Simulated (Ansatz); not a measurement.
# FH4NO2Sn: the cost of one run

Program: Ansatz 0.2.0. Level of theory: RKS r2SCANh/def2-SVP. These are calculated values, not measurements.

## 1. Starting point

Bond lengths: N1–Sn2 2.012 Å, Sn2–O3 1.967 Å, Sn2–O4 1.932 Å, Sn2–F5 1.941 Å, N1–H6 1.116 Å, N1–H7 1.043 Å, O3–H8 1.031 Å, O4–H9 1.032 Å. Angles: N1–Sn2–O3 107.5°, N1–Sn2–O4 112.1°, N1–Sn2–F5 109.4°, O3–Sn2–O4 109.3°, O3–Sn2–F5 110.0°, O4–Sn2–F5 108.5°, Sn2–N1–H6 107.1°, Sn2–N1–H7 109.4°, H6–N1–H7 103.6°, Sn2–O3–H8 104.1°, Sn2–O4–H9 108.1°.

Coordinates:

```xyz
9

N    -0.8060    0.3914   -1.4439
Sn    0.2390   -0.1172    0.1979
O     1.0688   -1.8668   -0.1461
O    -0.8826   -0.2408    1.7656
F     1.6119    1.2152    0.5249
H    -1.2536    1.3951   -1.2511
H    -0.1472    0.5643   -2.2340
H     1.6381   -2.0442    0.6949
H    -1.3799    0.6566    1.8747
```

## 2. End point A

The input, input.yaml:

```yaml
crystal:
  periodic: [false, false, false]
  atoms:
    - { symbol: "N", position_ang: [-0.806, 0.3914, -1.4439] }
    - { symbol: Sn, position_ang: [0.239, -0.1172, 0.1979] }
    - { symbol: O, position_ang: [1.0688, -1.8668, -0.1461] }
    - { symbol: O, position_ang: [-0.8826, -0.2408, 1.7656] }
    - { symbol: F, position_ang: [1.6119, 1.2152, 0.5249] }
    - { symbol: H, position_ang: [-1.2536, 1.3951, -1.2511] }
    - { symbol: H, position_ang: [-0.1472, 0.5643, -2.234] }
    - { symbol: H, position_ang: [1.6381, -2.0442, 0.6949] }
    - { symbol: H, position_ang: [-1.3799, 0.6566, 1.8747] }
basis:
  gaussian: { orbitals: def2-SVP }
hamiltonian:
  xc: r2scanh
relax:
  f_tol: 0.015
  max_steps: 40
output:
  orbitals: {}
```

On the command line:

```bash
$ ansatz run input.yaml --threads 2 --pin off --max-ram 3072MiB --backend cpu --events-out ev --progress --plain --runs-dir out
```

What time and memory should one allow on 2 threads of Intel Xeon 6975P-C (Granite Rapids), shared host?

About 70 s, with a peak of 0.28 GiB.
